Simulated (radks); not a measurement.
**Mo²⁺ in [Kr] 4d3 5s1: an all-electron calculation**

Aim: the levels, the sizes of the orbitals and the parts of the energy of the molybdenum ion Mo2+.

Method: scalar-relativistic Kohn-Sham, LDA (Slater exchange, Perdew-Wang correlation), spin-unpolarised, spherical densities, finite nucleus. Code: radks (a radial shooting solver on a logarithmic mesh, Libxc functionals) version 1.

### 1 The atom as given

| Property | Result |
| --- | --- |
| element | molybdenum (Z = 42) |
| charge | +2 |
| electrons | 40 |
| configuration | [Kr] 4d3 5s1 |
| nuclear rms radius | 4.4091 fm |

The outer shells:

Mo²⁺
```
[Kr] core
4d [↑ ][↑ ][↑ ][  ][  ]
5s [↑ ]
```

### 2 The calculation

The run's settings:

```text
Z 42
configuration [Kr] 4d3 5s1
relativity scalar-relativistic
functional lda,pw
spin unpolarised
nucleus finite rms 4.4091 fm
c 137.035999084
```

**Question.** What will this run give?

The runs gave:

| quantity | value |
| --- | --- |
| total energy | -4043.38508 hartree |
| exchange-correlation share of it | 2.93 % |
| −T/E | 1.0308 |
| highest occupied level | 5s, -19.551 eV |
| most extended occupied level | 5s, <r> = 2.83 bohr |
| radius at density 0.001 e/bohr³ | 4.01 bohr |
| maxima of the radial density | 4 |

**Reading.** The radial density shows 4 maxima for 5 occupied principal shells; where shells overlap, one shows as a shoulder or not at all. −T/E is 1.031: with relativity the kinetic term as defined here no longer equals −E. This is not the tabulated ground configuration, so its levels and sizes aren't those of the ground state, and no measured value stands beside it.
